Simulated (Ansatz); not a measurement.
Predict the output of the script below (Ansatz 0.2.0 through its Python package).

`c2h2se.xyz`
```text
5

C     0.51930   -0.51280   -0.17920
C    -0.41310    0.42580    0.15150
Se   -1.80480    1.68990    0.67480
H     1.39560   -0.17560   -0.80010
H     0.35290   -1.50090    0.11160
```

`c2h2se_methods.py`
```python
"""One geometry of C2H2Se, method by method."""

import ansatz as az

geometry = az.Crystal.molecule_from_extxyz("c2h2se.xyz")

calculation = geometry.calculation().basis(gaussian="def2-SVP")

methods = ["mp2", "ccsd", "ccsd_t"]
batch = az.Session.batch([calculation.correlation(m).input() for m in methods])
reports = sorted(batch.plan().execute().molecular_reports, key=lambda each: each["member"])
print(f"Hartree-Fock reference {reports[0]['reference_energy_ev'] / 27.211386246:.6f} Ha")
best = reports[-1]["free_energy_ev"] - reports[-1]["reference_energy_ev"]
for method, each in zip(methods, reports):
    gained = each["free_energy_ev"] - each["reference_energy_ev"]
    print(f"{method:8s} total {each['free_energy_ev'] / 27.211386246:.6f} Ha  correlation {gained:9.4f} eV  ({100 * gained / best:.1f} % of the last)")
```

```console
$ python c2h2se_methods.py
RunWarning: Member 1: the results are in doubt because among natural orbitals full CI differs from the method by -0.104 eV
Hartree-Fock reference -2476.278981 Ha
mp2      total -2476.772027 Ha  correlation  -13.4165 eV  (91.4 % of the last)
ccsd     total -2476.793314 Ha  correlation  -13.9957 eV  (95.4 % of the last)
ccsd_t   total -2476.818167 Ha  correlation  -14.6720 eV  (100.0 % of the last)
```
(Warnings from the package without file and line.)

Reading the output:
- Total energies depend on the basis set; only differences at equal settings carry meaning.
- The geometry is a force-field or estimated start, not a minimum of this method, and the basis set is short of its limit. A lower total doesn't mark the better method: functionals have no common bound, and MP2 and coupled cluster aren't variational.
- Inner cores stay frozen; a filled d shell under the valence of the heavier atoms is correlated with it.

(Lines on the test bed's own set-up are left out of the output.)
